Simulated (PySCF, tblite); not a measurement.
# C₂H₅Cl₂OSi radical, a small gas-phase stand-in for a defect centre (C site with back bonds O[SiH3], Cl, Cl): EPR parameters

Aim: the EPR parameters of `[CH2]C(Cl)(Cl)O[SiH3]`. It is drawn as: carbon radical.

Computed with tblite 0.8.0 and PySCF 2.14.0; each step states its level. No surroundings beyond the atoms listed, unless a continuum is named. Atoms count from 0, parts from 1.

### 1 The system as given

11 atoms, charge 0, multiplicity 2; geometry: distance geometry start.

### 2 Geometry optimisation with GFN1-xTB

The job: settings as JSON, then the geometry in Å.

```
{"job": {"kind": "relax", "xc": "GFN1-xTB", "basis": "xTB"}, "charge": 0, "multiplicity": 2}
C     -0.758236    -1.472444     0.348021
O     -0.331800    -0.733837    -0.735118
Si     1.217654     0.108723    -0.862136
Cl    -0.592983    -0.497276     1.810382
Cl    -2.444543    -1.947706     0.128125
C      0.074476    -2.649240     0.486726
H      2.247825    -0.857282    -1.125164
H      1.173830     1.038072    -1.897884
H      1.518579     0.733555     0.371222
H     -0.119041    -3.438349    -0.176432
H      0.295051    -2.976472     1.480783
```

With the program's defaults for keys left out, this is: GFN1-xTB geometry optimisation, gas phase.

Run with:

```bash
> OMP_NUM_THREADS=1 python cluster_run.py task.json out
```

This one command runs all jobs of the session in turn.

**Question.** The jobs that follow are: PBE0-D3(BJ)/def2-SVP geometry optimisation, gas phase; UKS B3LYP, IGLO-III on C Cl O Si, pcH-1 on H, non-relativistic, mean-field spin-orbit, GIAO; UKS BHandHLYP, IGLO-III on C Cl O Si, pcH-1 on H, non-relativistic, mean-field spin-orbit, GIAO. Predict: rotational constants (main isotopes); g(iso) (B3LYP); ⟨S²⟩; largest a(iso); potential on the surface of density 0.002 e/bohr³, 1st and 99th percentile.

**Answer**, as computed:

| quantity | value |
| --- | --- |
| rotational constants (main isotopes) | 2.16, 1.52, 1.25 GHz |
| g(iso) (B3LYP) | 2.00135 |
| ⟨S²⟩ | 0.754 (exact 0.75) |
| largest a(iso) | 13C on C5, 82.1 MHz |
| potential on the surface of density 0.002 e/bohr³, 1st and 99th percentile | -0.66 V and 1.36 V |

The start of the PBE0/def2-SVP relaxation was shaken at random by about 0.01 Å, so part of the energy gained, and of the first lengths quoted, undoes that. Over 13 steps the energy fell by 0.520 eV; of the close pairs, O1–Si2 changed most, 1.616 to 1.701 Å (PBE0/def2-SVP). Most of the unpaired spin sits on C5 (1.02 e). The isotropic g lies 1.0 ppt below the free-electron value. The coupling of 13C on C5 runs from 82.1 (B3LYP/IGLO-III+pcH-1) to 109.4 MHz (BHandHLYP/IGLO-III+pcH-1). A capped cluster stands for the solid here, so long-range fields and strain are missing, and bands or shifts of the capping hydrogens have no counterpart in it.
